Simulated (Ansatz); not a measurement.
# ScB4: the cost of one run

Method: DFT PBE, scalar-relativistic, plane waves, PAW, in Ansatz 0.2.0.

2 further runs of the same task are left out: 1 that didn't finish, 1 set aside as unsound or not needed.

**1. Starting point**

The structure is hexagonal, space group P6/mmm (No. 191). The conventional cell has a = 3.125 Å, b = 3.125 Å, c = 18.000 Å, α = 90.00°, β = 90.00°, γ = 120.00°. Sc (site symmetry 6/mmm) has 12 B at 2.42 Å as nearest neighbours. B (site symmetry 3m) is surrounded by 3 B at 1.80 Å and 3 Sc at 2.42 Å.

Structure file:

```xyz
5
Lattice="3.1254 0.0000 0.0000 -1.5627 2.7067 0.0000 0.0000 0.0000 18.0000" Properties=species:S:1:pos:R:3 pbc="T T F"
Sc    0.0000    0.0000    9.0000
B     0.0000    1.8045    7.3869
B     1.5627    0.9022    7.3869
B     0.0000    1.8045   10.6131
B     1.5627    0.9022   10.6131
```

A structure generator made this guess: species swapped into a sheet modelled on a layer of TiB4, with Sc on the Ti sites. Its size is a rough estimate.

It is a sheet, periodic along a and b, with vacuum along c; volumes and pressures of the box carry no meaning, and space groups named for it are those of the box.

**2. A first look at the guess**

The input, input.yaml:

```yaml
crystal:
  lattice:
    - [3.12540984, 0.0, 0.0]
    - [-1.56270492, 2.70668432, 0.0]
    - [0.0, 0.0, 18.0]
  atoms:
    - { symbol: Sc, position: [0.0, 0.0, 0.5] }
    - { symbol: B, position: [0.33333333, 0.66666667, 0.41038251] }
    - { symbol: B, position: [0.66666667, 0.33333333, 0.41038251] }
    - { symbol: B, position: [0.33333333, 0.66666667, 0.58961749] }
    - { symbol: B, position: [0.66666667, 0.33333333, 0.58961749] }
  periodic: [true, true, false]
basis:
  ecutwfc: 420
kpoints:
  mp_grid: { grid: [6, 6, 1] }
hamiltonian:
  xc: pbe
scf:
  occupations: { method: gaussian, width: 0.1 }
  lower_state_search: "off"
output:
  forces: true
  stress: true
  eigenvalues: true
```

On the command line:

```sh
$ ansatz run input.yaml --threads 1 --pin off --max-ram 2048MiB --backend cpu --events-out ev --progress --plain --runs-dir out
```

Q: Estimate wall time and peak memory on 1 thread of Arm Neoverse V2, shared host.

About 2.6 s, with a peak of 0.43 GiB.
